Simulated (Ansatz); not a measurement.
# BrF2HSi (built from SMILES F[SiH](F)Br): search for a transition state

Aim: find the saddle point of a 1,1-elimination that is to form Br2–H3 and break Si1–Br2, Si1–H3, prove it by its vibrations, and relax downhill on both sides to see what it joins.

Method: PBE0-D4, def2-SVP first, then def2-TZVP; program: Ansatz 0.2.0, Gaussian basis.

114 further runs of the same task are left out: 114 set aside as unsound or not needed.

### 1 The system as given

The guess: 5 atoms, charge 0, spin multiplicity 1.

Atoms are counted from 1 here; the program's logs count them from 0.

Bond lengths: Si1–H3 1.705 Å, Si1–F4 1.602 Å, Si1–F5 1.592 Å, Br2–H3 1.787 Å. Angles: H3–Si1–F4 148.1°, H3–Si1–F5 97.0°, F4–Si1–F5 94.9°, Si1–H3–Br2 164.2°.

As a file:

```csv
atom,x (Å),y (Å),z (Å)
Si1,-0.67640,0.44350,0.12090
Br2,2.05300,-0.90190,-1.52360
H3,0.59720,-0.09050,-0.87910
F4,-1.17220,1.42810,1.28310
F5,-0.80150,-0.87910,0.99870
```

Distances that are to change: Br2–H3 1.79 Å, Si1–Br2 3.46 Å, Si1–H3 1.71 Å.

### 2 Constrained relaxation of the guess

File hold/in.yaml:

```yaml
crystal:
  periodic: [false, false, false]
  atoms:
    - {symbol: Si, position_ang: [-0.676400, 0.443500, 0.120900]}
    - {symbol: Br, position_ang: [2.053000, -0.901900, -1.523600]}
    - {symbol: H, position_ang: [0.597200, -0.090500, -0.879100]}
    - {symbol: F, position_ang: [-1.172200, 1.428100, 1.283100]}
    - {symbol: F, position_ang: [-0.801500, -0.879100, 0.998700]}
basis:
  gaussian: {orbitals: def2-SVP}
hamiltonian: {xc: pbe0, dispersion: d4}
relax: {f_tol: 0.04, max_steps: 150, escape_saddle: false, constraints: [{distance: [1, 2]}, {distance: [0, 1]}, {distance: [0, 2]}]}
```

Launch:

```bash
ansatz run in.yaml --threads 4 --pin off --events-out ev --progress --plain --max-ram 9574MiB
```

What it wrote, cut to the lines that bear on the results:

```text
Functional definition: PBE0
  name "PBE0"
  cite "Adamo & Barone, J. Chem. Phys. 110, 6158 (1999) doi:10.1063/1.478522"
  cite "Perdew, Burke & Ernzerhof, Phys. Rev. Lett. 77, 3865 (1996) doi:10.1103/PhysRevLett.77.3865"
  parent pbe
[...]
831 factors; integrals over basis functions are off by at most 3.4e-4 eV
[...]
mean field -83343.30200555 eV, -3062.8098565850 hartree, gradient 2.7e-5 eV, S^2 0.000000; 0 other end points of the search recorded, 0 dependent functions left out
[...]
reference -83343.30202773 eV, -3062.8098574001 hartree; 34, 34 occupied and 49, 49 virtual orbitals, 831 factors
relax step   1: F+E_penalty+E_count = -83343.38377997 eV  Δ(F+E_penalty+E_count) = +0.000e0 eV  max|allowed force component| = 1.020e0 eV/Å  Δτ_max = 0.0000 Å  (26 SCF iters, accepted)
[...]
relax step   5: F+E_penalty+E_count = -83343.59575704 eV  Δ(F+E_penalty+E_count) = -3.307e-2 eV  max|allowed force component| = 3.732e-1 eV/Å  Δτ_max = 0.1305 Å  (31 SCF iters, accepted)
[...]
relax step   6: F+E_penalty+E_count = -83343.60755925 eV  Δ(F+E_penalty+E_count) = -1.180e-2 eV  max|allowed force component| = 1.363e-2 eV/Å  Δτ_max = 0.0531 Å  (30 SCF iters, accepted)
  distance Br 1 - H 2 held at 1.786926 Å   reaction = +9.3624e-1 eV/Å
  distance Si 0 - Br 1 held at 3.458917 Å   reaction = +8.7840e-1 eV/Å
  distance Si 0 - H 2 held at 1.705055 Å   reaction = -1.1689e0 eV/Å
831 factors; integrals over basis functions are off by at most 3.6e-4 eV
[...]
mean field -83343.52664624 eV, -3062.8181119779 hartree, gradient 1.9e-5 eV, S^2 0.000000; 1 other end points of the search recorded, 0 dependent functions left out
[...]
reference -83343.52666865 eV, -3062.8181128014 hartree; 34, 34 occupied and 49, 49 virtual orbitals, 831 factors
Total energy: -83343.60758166 eV, -3062.8210862998 hartree
Atom 0 at    -0.807949     0.163848     0.142185 Å, force    -0.156182     0.052158     0.291122 eV/Å
Atom 1 at     2.148688    -0.523917    -1.515942 Å, force    -1.608904     0.366740     0.756184 eV/Å
Atom 2 at     0.519458    -0.163071    -0.876799 Å, force     1.761590    -0.412719    -1.025683 eV/Å
Atom 3 at    -0.706664     1.503877     1.029689 Å, force     0.004500    -0.001736    -0.013630 eV/Å
Atom 4 at    -1.153432    -0.980637     1.220867 Å, force    -0.001004    -0.004443    -0.007992 eV/Å
Dipole moment:    -0.627176     0.124806     0.072464 e Å
```

Run time: 7 s. Hardware: 4 threads of Arm Neoverse V1, shared host.

Step by step:

```csv
step,energy from step 1 (eV),largest force component (eV/Å)
1,0.0000,1.0203
2,-0.1111,0.4237
3,-0.1558,0.6798
4,-0.1789,0.9674
5,-0.2120,0.3732
6,-0.2238,0.0136
```

Distances of close pairs at the start and the end, largest changes first:

```
  bond  before (Å)  after (Å)  change (Å)
Si1–F5       1.592      1.610      +0.018
Si1–F4       1.602      1.610      +0.009
Si1–H3       1.705      1.705      +0.000
Br2–H3       1.787      1.787      +0.000
```

### 3 A starting Hessian

File hessian/in.yaml:

```yaml
crystal:
  periodic: [false, false, false]
  atoms:
    - {symbol: Si, position_ang: [-0.807949, 0.163848, 0.142185]}
    - {symbol: Br, position_ang: [2.148688, -0.523917, -1.515942]}
    - {symbol: H, position_ang: [0.519458, -0.163071, -0.876799]}
    - {symbol: F, position_ang: [-0.706664, 1.503877, 1.029689]}
    - {symbol: F, position_ang: [-1.153432, -0.980637, 1.220867]}
basis:
  gaussian: {orbitals: def2-SVP}
hamiltonian: {xc: pbe0, dispersion: d4}
phonons: {}
scf: {lower_state_search: off}
```

Launch:

```bash
ansatz run in.yaml --threads 4 --pin off --events-out ev --progress --plain --max-ram 9574MiB
```

What it wrote, cut to the lines that bear on the results:

```text
[... 5 set-up lines as earlier in the session ...]
[...]
831 factors; integrals over basis functions are off by at most 3.6e-4 eV
[...]
mean field -83343.52663372 eV, -3062.8181115177 hartree, gradient 8.7e-7 eV, S^2 0.000000; 0 other end points of the search recorded, 0 dependent functions left out
[...]
reference -83343.52665624 eV, -3062.8181123453 hartree; 34, 34 occupied and 49, 49 virtual orbitals, 831 factors
[... from here to the last solve, the lines of the solves are left out (29 solves) ...]
831 factors; integrals over basis functions are off by at most 3.6e-4 eV
mean field -83343.52659314 eV, -3062.8181100267 hartree, gradient 2.5e-6 eV, S^2 0.000000; 0 other end points of the search recorded, 0 dependent functions left out
[...]
reference -83343.52661567 eV, -3062.8181108545 hartree; 34, 34 occupied and 49, 49 virtual orbitals, 831 factors
Total energy: -83343.60756924 eV, -3062.8210858435 hartree
Atom 0 at    -0.807949     0.163848     0.142185 Å, force    -0.156152     0.052124     0.291031 eV/Å
Atom 1 at     2.148688    -0.523917    -1.515942 Å, force    -1.608900     0.366723     0.756179 eV/Å
Atom 2 at     0.519458    -0.163071    -0.876799 Å, force     1.761581    -0.412730    -1.025686 eV/Å
Atom 3 at    -0.706664     1.503877     1.029689 Å, force     0.004453    -0.001740    -0.013544 eV/Å
Atom 4 at    -1.153432    -0.980637     1.220867 Å, force    -0.000983    -0.004377    -0.007979 eV/Å
Dipole moment:    -0.627179     0.124806     0.072463 e Å
Vibrations: 86.31 96.60 233.00 246.79 410.97 738.05 827.13 947.03 972.96 cm⁻¹, zero-point energy 0.282612 eV
Checks for a lower state left out: stability, starts, cluster_reference, orbital_swaps, neighbouring_geometries, increment
```

Run time: 18 s. Hardware: 4 threads of Arm Neoverse V1, shared host.

The structure is not stationary yet, so these wavenumbers are no spectrum; the search needs only the force constants.

### 4 Saddle search in the small basis

The search itself is an outer loop (partitioned rational-function steps, Bofill update of the Hessian). Each step is one single-point run with forces. It stops when the largest force is under 0.04 eV/Å and the followed curvature is negative. The first step's input:

File presaddle/in.yaml:

```yaml
crystal:
  periodic: [false, false, false]
  atoms:
    - {symbol: Si, position_ang: [-0.807949, 0.163848, 0.142185]}
    - {symbol: Br, position_ang: [2.148688, -0.523917, -1.515942]}
    - {symbol: H, position_ang: [0.519458, -0.163071, -0.876799]}
    - {symbol: F, position_ang: [-0.706664, 1.503877, 1.029689]}
    - {symbol: F, position_ang: [-1.153432, -0.980637, 1.220867]}
basis:
  gaussian: {orbitals: def2-SVP}
hamiltonian: {xc: pbe0, dispersion: d4}
output: {forces: true}
scf: {lower_state_search: off}
```

Launch:

```bash
ansatz run in.yaml --threads 4 --pin off --events-out ev --progress --plain --max-ram 9574MiB
```

The driver's record:

```csv
step,energy (eV),largest force (eV/Å),followed curvature (eV/Å²)
1,-83343.60756,1.7616,0.59
2,-83343.45458,1.8402,0.70
3,-83343.41347,1.8054,0.41
4,-83343.32456,1.6504,-0.73
5,-83343.30767,1.3884,-3.56
6,-83343.53250,1.0208,-4.80
7,-83343.59310,1.1764,-4.64
8,-83343.72096,0.4757,-5.22
9,-83343.72241,0.2229,-6.49
10,-83343.72502,0.0769,-7.18
11,-83343.72527,0.0136,-6.72
```

The 11 steps took 7.6 s in all (4 threads of Arm Neoverse V1, shared host).

### 5 Saddle search in triple zeta

The search itself is an outer loop (partitioned rational-function steps, Bofill update of the Hessian). Each step is one single-point run with forces. It stops when the largest force is under 0.01 eV/Å and the followed curvature is negative. The first step's input:

File saddle/in.yaml:

```yaml
crystal:
  periodic: [false, false, false]
  atoms:
    - {symbol: Si, position_ang: [-0.667591, 0.125204, 0.074800]}
    - {symbol: Br, position_ang: [1.780099, -0.374976, -0.855205]}
    - {symbol: H, position_ang: [0.119290, -0.104825, -1.322893]}
    - {symbol: F, position_ang: [-0.389218, 1.433289, 0.972570]}
    - {symbol: F, position_ang: [-0.842479, -1.078592, 1.130728]}
basis:
  gaussian: {orbitals: def2-TZVP}
hamiltonian: {xc: pbe0, dispersion: d4}
output: {forces: true}
scf: {lower_state_search: off}
```

Launch:

```bash
ansatz run in.yaml --threads 4 --pin off --events-out ev --progress --plain --max-ram 9574MiB
```

Step by step:

```csv
step,energy (eV),largest force (eV/Å),followed curvature (eV/Å²)
1,-83362.19527,1.1192,-6.72
2,-83362.22238,0.1010,-7.04
3,-83362.22335,0.0349,-6.86
4,-83362.22364,0.0194,-6.71
5,-83362.22365,0.0068,-4.44
```

The 5 steps took 7.2 s in all (4 threads of Arm Neoverse V1, shared host).

The point found:

```xyz
5

Si   -0.67649    0.12743    0.08838
Br    1.79336   -0.37815   -0.87110
H     0.12131   -0.10341   -1.29983
F    -0.39579    1.41484    0.96328
F    -0.84230   -1.06061    1.11927
```

Followed mode, largest move set to 1: H3 (0.98, -0.11, 0.17); Si1 (-0.92, 0.20, -0.05); Br2 (-0.17, -0.16, -0.51); F4 (-0.09, 0.00, 0.25).

### 6 Checking the order of the point

File vib/in.yaml:

```yaml
crystal:
  periodic: [false, false, false]
  atoms:
    - {symbol: Si, position_ang: [-0.676485, 0.127431, 0.088382]}
    - {symbol: Br, position_ang: [1.793358, -0.378151, -0.871103]}
    - {symbol: H, position_ang: [0.121310, -0.103410, -1.299829]}
    - {symbol: F, position_ang: [-0.395786, 1.414843, 0.963280]}
    - {symbol: F, position_ang: [-0.842297, -1.060613, 1.119271]}
basis:
  gaussian: {orbitals: def2-TZVP}
hamiltonian: {xc: pbe0, dispersion: d4}
phonons: {temperatures: {t_min: 298.15, t_max: 900, t_step: 200}}
```

Launch:

```bash
ansatz run in.yaml --threads 4 --pin off --events-out ev --progress --plain --max-ram 9574MiB
```

What it wrote, cut to the lines that bear on the results:

```text
[... 5 set-up lines as earlier in the session ...]
[...]
1037 factors; their error is unknown
[...]
mean field -83362.12846913 eV, -3063.5017163606 hartree, gradient 2.3e-5 eV, S^2 0.000000; 0 other end points of the search recorded, 0 dependent functions left out
[...]
reference -83362.12849324 eV, -3063.5017172464 hartree; 34, 34 occupied and 119, 119 virtual orbitals, 1037 factors
[... from here to the last solve, the lines of the solves are left out (29 solves) ...]
1037 factors; their error is unknown
[...]
mean field -83362.12840561 eV, -3063.5017140260 hartree, gradient 3.0e-6 eV, S^2 0.000000; 0 other end points of the search recorded, 0 dependent functions left out
[...]
reference -83362.12842971 eV, -3063.5017149119 hartree; 34, 34 occupied and 119, 119 virtual orbitals, 1037 factors
WARN: phonons: modes at or below zero, which the zero-point energy, F, S and C_V leave out: 1, the lowest at -791.72 cm⁻¹. A minimum has none, and a first-order saddle one
Total energy: -83362.22364622 eV, -3063.5052140538 hartree
Atom 0 at    -0.676485     0.127431     0.088382 Å, force    -0.005237     0.001303    -0.002883 eV/Å
Atom 1 at     1.793358    -0.378151    -0.871103 Å, force    -0.003400     0.000507    -0.002548 eV/Å
Atom 2 at     0.121310    -0.103410    -1.299829 Å, force     0.006825    -0.001675     0.001881 eV/Å
Atom 3 at    -0.395786     1.414843     0.963280 Å, force     0.000410    -0.002088     0.002176 eV/Å
Atom 4 at    -0.842297    -1.060613     1.119271 Å, force     0.001401     0.001953     0.001373 eV/Å
Dipole moment:    -0.364326     0.057042    -0.136414 e Å
Vibrations: -791.72 120.01 130.29 322.52 481.91 612.14 889.31 951.58 1547.36 cm⁻¹, zero-point energy 0.313377 eV
```

It took 41 s on 4 threads of Arm Neoverse V1, shared host.

Wavenumbers and character of the modes:

```csv
mode,wavenumber (cm⁻¹),character
1,792i,"changes Br2–H3, Si1–H3"
2,120,torsion with bend
3,130,bend with torsion
4,323,bend
5,482,Br–H stretch
6,612,bend with torsion
7,889,Si–F stretch
8,952,Si–F stretch
9,1547,Si–H stretch
```

Vibrational sums (real modes only):

```
T (K)  entropy (J/mol/K)  heat capacity (J/mol/K)
  298               36.6                     36.8
  498               58.7                     49.2
  698               76.5                     55.7
  898               91.0                     59.3
```

### 7 Relaxing after a step of 0.30 Å one way along the mode

File downa/in.yaml:

```yaml
crystal:
  periodic: [false, false, false]
  atoms:
    - {symbol: Si, position_ang: [-0.951930, 0.188819, 0.073078]}
    - {symbol: Br, position_ang: [1.742968, -0.426848, -1.023849]}
    - {symbol: H, position_ang: [0.415055, -0.135804, -1.248208]}
    - {symbol: F, position_ang: [-0.423859, 1.413578, 1.038101]}
    - {symbol: F, position_ang: [-0.782134, -1.039645, 1.160878]}
basis:
  gaussian: {orbitals: def2-TZVP}
hamiltonian: {xc: pbe0, dispersion: d4}
relax: {f_tol: 0.005, max_steps: 200}
```

Launch:

```bash
ansatz run in.yaml --threads 4 --pin off --events-out ev --progress --plain --max-ram 9574MiB
```

What it wrote, cut to the lines that bear on the results:

```text
[... 5 set-up lines as earlier in the session ...]
[...]
1037 factors; their error is unknown
[...]
mean field -83362.18663890 eV, -3063.5038540601 hartree, gradient 2.6e-5 eV, S^2 0.000000; 0 other end points of the search recorded, 0 dependent functions left out
[...]
reference -83362.18666227 eV, -3063.5038549188 hartree; 34, 34 occupied and 119, 119 virtual orbitals, 1037 factors
relax step   1: F+E_penalty+E_count = -83362.28112083 eV  Δ(F+E_penalty+E_count) = +0.000e0 eV  max|allowed force component| = 2.618e0 eV/Å  Δτ_max = 0.0000 Å  (26 SCF iters, accepted)
[...]
1037 factors; their error is unknown
[...]
mean field -83362.66136742 eV, -3063.5213000113 hartree, gradient 1.1e-5 eV, S^2 0.000000; 1 other end points of the search recorded, 0 dependent functions left out
[...]
reference -83362.66139212 eV, -3063.5213009189 hartree; 34, 34 occupied and 119, 119 virtual orbitals, 1037 factors
Total energy: -83362.74886220 eV, -3063.5245153851 hartree
Atom 0 at    -1.220747     0.248835     0.454737 Å, force     0.000266     0.000123     0.000505 eV/Å
Atom 1 at     1.636820    -0.361448    -0.942364 Å, force    -0.000601    -0.000063    -0.002523 eV/Å
Atom 2 at     1.050131    -0.334229    -2.237628 Å, force     0.000826     0.000027     0.002484 eV/Å
Atom 3 at    -0.516085     1.433286     1.279876 Å, force    -0.000133     0.000723    -0.000354 eV/Å
Atom 4 at    -0.950018    -0.986344     1.445379 Å, force    -0.000358    -0.000810    -0.000112 eV/Å
Dipole moment:     0.029102    -0.037232    -0.486464 e Å
```

Wall time 58 s (4 threads of Arm Neoverse V1, shared host).

Along the way: (the energy doesn't fall at every step)

| step | energy from step 1 (eV) | largest force component (eV/Å) |
| --- | --- | --- |
| 1 | 0.0000 | 2.6184 |
| 2 | -0.2775 | 1.5418 |
| 3 | -0.3522 | 0.7994 |
| 4 | -0.3740 | 0.6603 |
| 5 | -0.3835 | 0.5573 |
| 6 | -0.2648 | 2.6338 |
| 7 | -0.3966 | 0.0894 |
| 8 | -0.3970 | 0.0651 |
| 9 | -0.3973 | 0.0366 |
| 10 | -0.3975 | 0.0192 |
| 11 | -0.3978 | 0.0207 |
| 12 | -0.3982 | 0.0250 |
| 13 | -0.3988 | 0.0307 |
| 14 | -0.3997 | 0.0861 |
| 15 | -0.4010 | 0.0323 |
| 16 | -0.3661 | 1.2188 |
| 17 | -0.4042 | 0.1698 |
| 18 | -0.4087 | 0.3882 |
| 19 | -0.4103 | 0.6259 |
| 20 | -0.4225 | 0.5703 |
| 21 | -0.3935 | 1.2843 |
| 22 | -0.4458 | 0.0994 |
| 23 | -0.4516 | 0.0924 |
| 24 | -0.4552 | 0.1716 |
| 25 | -0.4486 | 0.8263 |
| 26 | -0.4632 | 0.0643 |
| 27 | -0.4665 | 0.1656 |
| 28 | -0.4629 | 0.1670 |
| 29 | -0.4676 | 0.0209 |
| 30 | -0.4677 | 0.0027 |
| 31 | -0.4677 | 0.0042 |
| 32 | -0.4677 | 0.0060 |
| 33 | -0.4677 | 0.0025 |

Close pairs (by a distance rule), those that changed most:

```csv
bond,before (Å),after (Å),change (Å)
Br2–H3,1.378,1.422,+0.044
Si1–F5,1.650,1.606,-0.043
Si1–F4,1.646,1.606,-0.040
```

### 8 Relaxing after a step of 0.30 Å the other way along the mode

File downb/in.yaml:

```yaml
crystal:
  periodic: [false, false, false]
  atoms:
    - {symbol: Si, position_ang: [-0.401040, 0.066042, 0.103685]}
    - {symbol: Br, position_ang: [1.843748, -0.329454, -0.718358]}
    - {symbol: H, position_ang: [-0.172434, -0.071016, -1.351450]}
    - {symbol: F, position_ang: [-0.367713, 1.416108, 0.888460]}
    - {symbol: F, position_ang: [-0.902460, -1.081581, 1.077664]}
basis:
  gaussian: {orbitals: def2-TZVP}
hamiltonian: {xc: pbe0, dispersion: d4}
relax: {f_tol: 0.005, max_steps: 200}
```

Launch:

```bash
ansatz run in.yaml --threads 4 --pin off --events-out ev --progress --plain --max-ram 9574MiB
```

What it wrote, cut to the lines that bear on the results:

```text
[... 5 set-up lines as earlier in the session ...]
[...]
1037 factors; their error is unknown
[...]
mean field -83363.11460399 eV, -3063.5379561479 hartree, gradient 6.7e-5 eV, S^2 0.000000; 0 other end points of the search recorded, 0 dependent functions left out
[...]
reference -83363.11462759 eV, -3063.5379570154 hartree; 34, 34 occupied and 119, 119 virtual orbitals, 1037 factors
relax step   1: F+E_penalty+E_count = -83363.20893665 eV  Δ(F+E_penalty+E_count) = +0.000e0 eV  max|allowed force component| = 2.650e0 eV/Å  Δτ_max = 0.0000 Å  (27 SCF iters, accepted)
[...]
1037 factors; their error is unknown
mean field -83365.07608030 eV, -3063.6100390728 hartree, gradient 2.5e-5 eV, S^2 0.000000; 1 other end points of the search recorded, 0 dependent functions left out
[...]
reference -83365.07610358 eV, -3063.6100399283 hartree; 34, 34 occupied and 119, 119 virtual orbitals, 1037 factors
Total energy: -83365.17138774 eV, -3063.6135415566 hartree
Atom 0 at    -0.123778     0.020126    -0.023229 Å, force     0.000215     0.000581    -0.000546 eV/Å
Atom 1 at     2.008230    -0.371804    -0.277539 Å, force     0.002419    -0.000400     0.000090 eV/Å
Atom 2 at    -0.823952     0.054170    -1.310721 Å, force    -0.001594    -0.000210    -0.001707 eV/Å
Atom 3 at    -0.310630     1.399625     0.719244 Å, force     0.000181     0.003057     0.000956 eV/Å
Atom 4 at    -0.749768    -1.102017     0.892247 Å, force    -0.001221    -0.003028     0.001207 eV/Å
Dipole moment:    -0.023369    -0.012600    -0.241141 e Å
```

It took 17 s on 4 threads of Arm Neoverse V1, shared host.

The steps of the relaxation:

```csv
step,energy from step 1 (eV),largest force component (eV/Å)
1,0.0000,2.6499
2,-0.9746,1.9172
3,-1.5567,1.8297
4,-1.8759,0.7558
5,-1.9403,0.5200
6,-1.9617,0.2136
7,-1.9623,0.0636
8,-1.9624,0.0031
```

Distances of close pairs at the start and the end, largest changes first:

```csv
bond,before (Å),after (Å),change (Å)
Si1–Br2,2.423,2.183,-0.240
Si1–F4,1.562,1.578,+0.016
Si1–H3,1.479,1.466,-0.013
Si1–F5,1.587,1.578,-0.009
```

### 9 The three structures

| pair | start side (Å) | saddle (Å) | end side (Å) |
| --- | --- | --- | --- |
| Br2–H3 | 3.045 | 1.748 | 1.422 |
| Si1–Br2 | 2.183 | 2.697 | 3.239 |
| Si1–H3 | 1.466 | 1.618 | 3.570 |

### 10 Summary of results

| quantity | value |
| --- | --- |
| imaginary mode | 792i cm⁻¹ |
| barrier from the start side | 2.948 eV |
| barrier from the end side | 0.525 eV |
| energy of the step | +2.423 eV |
| pairs that change | Br2–H3 formed, Si1–Br2 broken, Si1–H3 broken |
| zero-point energy at the saddle | 0.313 eV |

The point has a single imaginary mode (792i cm⁻¹), as a transition state must. It joins the planned start and end. At PBE0-D4/def2-TZVP the electronic barrier is 2.948 eV, about 115 kT at 298 K, and the step runs 2.423 eV uphill.
